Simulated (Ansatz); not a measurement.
# C₂H₇BSe: a ladder of functionals and wavefunction methods

The task here is to estimate one member of a computed series from the others.

The runs use Ansatz 0.2.0, Gaussian basis; functionals in def2-TZVPP, the program's frozen cores in correlated methods.

Levels to be run: LDA (SPW92), PBE-D4, revPBE-D4, BLYP-D4, r2SCAN-D4, B97M-V, PBE0-D4, B3LYP-D4, r2SCANh-D4, r2SCAN0-D4, HSE06-D4, BHLYP-D4, CAM-B3LYP-D4, LC-ωPBE, ωB97X-V, ωB97M-V, B2PLYP, PBE-QIDH; CCSD(T)/def2-SVP; CCSD(T)/def2-TZVPP; MP2/def2-QZVPP; extrapolation to the limit; RPA on PBE.

### The relaxed structure

An earlier PBE0-D4 in a triple-zeta def2 set relaxation fixed the geometry.

11 atoms, charge 0, spin multiplicity 1.

Atoms are counted from 1 here; the program's logs count them from 0.

Bond lengths: B1–C2 1.554 Å, B1–Se3 2.193 Å, B1–H5 1.198 Å, B1–H6 1.197 Å, C2–Se3 1.985 Å, C2–H7 1.086 Å, C2–H8 1.087 Å, Se3–C4 1.941 Å, C4–H9 1.089 Å, C4–H10 1.088 Å, C4–H11 1.088 Å. Angles: C2–B1–Se3 61.2°, C2–B1–H5 119.9°, C2–B1–H6 119.0°, Se3–B1–H5 107.5°, Se3–B1–H6 107.9°, H5–B1–H6 120.3°, B1–C2–Se3 75.5°, B1–C2–H7 121.1°, B1–C2–H8 122.3°, Se3–C2–H7 108.1°, Se3–C2–H8 108.2°, H7–C2–H8 112.3°, B1–Se3–C2 43.3°, B1–Se3–C4 100.0°, C2–Se3–C4 98.0°, Se3–C4–H9 107.5°, Se3–C4–H10 109.8°, Se3–C4–H11 108.4° and more.

As a file:

```mol
C2H7BSe
  3D, bonds by distance, orders not assigned

 11 11  0  0  0  0  0  0  0  0999 V2000
   -0.2364    1.4559    0.4858 B   0  0
   -0.7393    0.1425    1.1464 C   0  0
    1.1038   -0.2792    0.5410 Se  0  0
    0.6495   -1.1104   -1.1534 C   0  0
   -0.4876    1.6805   -0.6641 H   0  0
    0.2371    2.3097    1.1789 H   0  0
   -0.7716    0.0353    2.2269 H   0  0
   -1.4256   -0.5339    0.6438 H   0  0
    1.5547   -1.1363   -1.7584 H   0  0
    0.2857   -2.1216   -0.9814 H   0  0
   -0.1049   -0.4996   -1.6446 H   0  0
  1  2  8  0
  1  3  8  0
  1  5  8  0
  1  6  8  0
  2  3  8  0
  2  7  8  0
  2  8  8  0
  3  4  8  0
  4  9  8  0
  4 10  8  0
  4 11  8  0
M  END
```

The first run:

Input file in.yaml:

```yaml
crystal:
  periodic: [false, false, false]
  atoms:
    - {symbol: B, position_ang: [-0.236432, 1.455878, 0.485753]}
    - {symbol: C, position_ang: [-0.739340, 0.142512, 1.146371]}
    - {symbol: Se, position_ang: [1.103761, -0.279216, 0.540973]}
    - {symbol: C, position_ang: [0.649547, -1.110385, -1.153390]}
    - {symbol: H, position_ang: [-0.487624, 1.680516, -0.664112]}
    - {symbol: H, position_ang: [0.237139, 2.309723, 1.178918]}
    - {symbol: H, position_ang: [-0.771559, 0.035268, 2.226865]}
    - {symbol: H, position_ang: [-1.425578, -0.533881, 0.643753]}
    - {symbol: H, position_ang: [1.554704, -1.136334, -1.758435]}
    - {symbol: H, position_ang: [0.285727, -2.121576, -0.981396]}
    - {symbol: H, position_ang: [-0.104946, -0.499606, -1.644600]}
basis:
  gaussian: {orbitals: def2-TZVPP}
hamiltonian: {xc: lda}
output: {orbitals: {seedname: orbitals}}
```

Command:

```
> ansatz run in.yaml --threads 4 --pin off --events-out ev --progress --plain --max-ram 10444MiB
```

Steps of the session up to this table: LDA; PBE-D4 (GGA); revPBE-D4 (GGA); BLYP-D4 (GGA); r2SCAN-D4 (meta-GGA); B97M-V (meta-GGA); B3LYP-D4 (hybrid); r2SCANh-D4 (hybrid); r2SCAN0-D4 (hybrid); HSE06-D4 (hybrid); BHLYP-D4 (hybrid); CAM-B3LYP-D4 (range-separated); LC-ωPBE (range-separated); ωB97X-V (range-separated); ωB97M-V (range-separated); B2PLYP (double hybrid); PBE-QIDH (double hybrid).

One of the session's tables, all rows but one given; the rest of the session is left out.

It belongs to the step «Frontier levels by functional». 

```
  functional  HOMO (eV)  gap (eV)
 LDA (SPW92)      -6.29      5.08
      PBE-D4      -6.14      5.13
   revPBE-D4      -6.09      5.16
     BLYP-D4      -5.96      5.06
   r2SCAN-D4      -6.35      5.64
      B97M-V      -6.43      5.70
     PBE0-D4      -7.22      7.15
    B3LYP-D4      -6.99      6.66
  r2SCANh-D4      -6.76      6.38
  r2SCAN0-D4      -7.36      7.48
    HSE06-D4      -6.83      6.38
    BHLYP-D4      -8.15      8.99
CAM-B3LYP-D4          ?         ?
     LC-ωPBE      -9.80     11.94
     ωB97X-V      -9.46     11.44
     ωB97M-V      -9.34     11.07
```

Estimate the missing values for CAM-B3LYP-D4.

The run gave: HOMO (eV): -8.47; gap (eV): 9.40. In the column «HOMO (eV)» it lies between ωB97M-V (-9.34) and BHLYP-D4 (-8.15).
